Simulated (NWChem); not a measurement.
**CAM-B3LYP/MIDI! run of CF4 (tetrafluoromethane)**

Aim: the electronic atomisation energy of CF4 (tetrafluoromethane) at CAM-B3LYP/MIDI!, from 3 runs. 

The calculation is run with NWChem 7.3.0.

1 further run of the same task is left out (set aside as unsound or not needed).

### Step 1. The molecule

CF4 has 5 atoms, charge 0, and is taken as a singlet. As SMILES, `FC(F)(F)F`. The shape is that of a PBE0-D4/def2-TZVP optimisation.

Bond lengths: F1–C2 1.318 Å, C2–F3 1.318 Å, C2–F4 1.318 Å, C2–F5 1.318 Å. Angles: F1–C2–F3 109.5°, F1–C2–F4 109.5°, F1–C2–F5 109.5°, F3–C2–F4 109.5°, F3–C2–F5 109.5°, F4–C2–F5 109.5°.

### Step 2. A single-point energy at CAM-B3LYP/MIDI!

input.nw

```
start input
memory total 2200 mb

geometry units angstrom noautosym nocenter noautoz
  F     -0.850100     0.025300     0.989500
  C      0.010000    -0.014700    -0.008300
  F      1.157500    -0.501300     0.420100
  F     -0.464000    -0.786000    -0.966200
  F      0.196600     1.203000    -0.476700
end

basis spherical bse
  * library "MIDI!"
end

dft
  xc xcamb88 1.00 lyp 0.81 vwn_5 0.19 hfexch 1.00
  cam 0.33 cam_alpha 0.19 cam_beta 0.46
  grid fine
  convergence energy 1e-08
  direct
  iterations 100
  mulliken
  noprint "final vectors analysis"
end

task dft energy
```

Command:

```bash
$ nwchem input.nw > input.out
```

The program printed:

```text
[...]
          Wavefunction type:  closed shell.
          No. of atoms     :     5
          No. of electrons :    42
[...]
          Charge           :     0
          Spin multiplicity:     1
[...]
          AO basis - number of functions:    65
[...]
              XC Information
              --------------
                     Hartree-Fock (Exact) Exchange  1.000
                   CAM-Becke88 Exchange Functional  1.000
                      VWN V Correlation Functional  0.190 local
              Lee-Yang-Parr Correlation Functional  0.810
[...]
 d= 0,ls=0.0,diis     1   -434.7429608659 -6.41D+02  2.00D-02  1.97D+00     0.9
[...]
 d= 0,ls=0.0,diis     7   -434.9449222931 -1.70D-09  1.89D-07  2.45D-10     6.1
         Total DFT energy =     -434.944922293138
      One electron energy =    -1015.273392557717
           Coulomb energy =      421.126540391283
    Exchange-Corr. energy =      -47.018140276528
 Nuclear repulsion energy =      206.220070149824
[...]
      Total Density - Mulliken Population Analysis
     ---------------------------------------------
    Atom       Charge   Shell Charges
 -----------   ------   -------------------------------------------------------
    1 F    9     9.31   1.99  1.03  0.93  2.43  2.90  0.02
    2 C    6     4.76   1.98  0.79  0.00  1.31  0.68
    3 F    9     9.31   1.99  1.03  0.93  2.43  2.90  0.02
    4 F    9     9.31   1.99  1.03  0.93  2.43  2.90  0.02
    5 F    9     9.31   1.99  1.03  0.93  2.43  2.90  0.02
[...]
```

Wall time 6.9 s (1 thread of AMD EPYC 9R14 (Zen 4), shared host); peak memory 0.11 GiB.

### Step 3. The C atom, same level

a.nw

```
start a
title "C energy"
memory 2200 mb
charge 0

geometry noautosym nocenter noautoz
  C     0.000000    0.000000    0.000000
end

basis spherical bse
  * library "MIDI!"
end

dft
  xc xcamb88 1.00 lyp 0.81 vwn_5 0.19 hfexch 1.00
  cam 0.33 cam_alpha 0.19 cam_beta 0.46
  mult 3
  grid fine
  convergence energy 1e-08
  direct
  iterations 100
  mulliken
  print low
end

task dft energy
```

Run the same way, it converges to -37.60908 Eh (log not shown).

### Step 4. The F atom, same level

a.nw

```
START a
memory total 2200 mb
charge 0

GEOMETRY units angstrom noautosym nocenter noautoz
   F     0.000000    0.000000    0.000000
END

BASIS spherical bse
   F library "MIDI!"
END

DFT
   xc xcamb88 1.00 lyp 0.81 vwn_5 0.19 hfexch 1.00
   cam 0.33 cam_alpha 0.19 cam_beta 0.46
   mult 2
   grid fine
   convergence energy 1e-08
   direct
   iterations 100
   mulliken
   noprint "final vectors analysis"
END

TASK dft energy
```

Run the same way, it converges to -99.13102 Eh (log not shown).

### Step 5. Summary of results

At CAM-B3LYP/MIDI!:

```
                     quantity          value
       molecule: total energy  -434.94492 Eh
      molecule: dipole moment         0.00 D
         C atom: total energy   -37.60908 Eh
                 C atom: ⟨S²⟩          2.001
         F atom: total energy   -99.13102 Eh
                 F atom: ⟨S²⟩          0.751
electronic atomisation energy      22.089 eV
```

**Reading.** Taking the molecule apart into free atoms costs 22.09 eV (2131 kJ/mol), before zero-point energy and without spin-orbit coupling. Mulliken charges (molecule) run from -0.31 on F1 to +1.24 on C2.
